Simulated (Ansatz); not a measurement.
The system is LaBi.

```
Bi La
1.0
     0.00000    3.28250    3.28250
     3.28250    0.00000    3.28250
     3.28250    3.28250    0.00000
Bi La
1 1
Direct
  0.50000 0.50000 0.50000
  0.00000 0.00000 0.00000
```

```yaml
Program: Ansatz 0.2.0
Task: relaxation of cell and atoms
Functional: PBE
Potentials_or_basis: all-electron LAPW, scalar-relativistic
Basis_error_allowed: 0.001 eV/atom
k_mesh: 7 × 7 × 7
Occupations: fermi-dirac, width 0.05 eV
Spin: no spin polarisation
```

At the start: volume 35.37 Å³/atom.

**Question.** How do energy, volume and symmetry change on relaxing?

**Answer.** Over 5 steps the energy falls by 10.9 meV/atom and the volume is 36.96 Å³/atom (+4.5 %); space group Fm-3m (No. 225, to 0.05 Å).

Step by step:
```
step  energy change (eV)  largest force (eV/Å)  volume (Å³)
   1              0.0000                0.0000        70.74
   2             -0.0153                0.0000        75.78
   3             -0.0219                0.0000        74.05
   4             -0.0219                0.0000        73.91
   5             -0.0219                0.0000        73.91
```

Final structure:
```
Bi La
1.0
     0.00000    3.33090    3.33090
     3.33090    0.00000    3.33090
     3.33090    3.33090    0.00000
Bi La
1 1
Direct
  0.50000 0.50000 0.50000
  0.00000 0.00000 0.00000
```
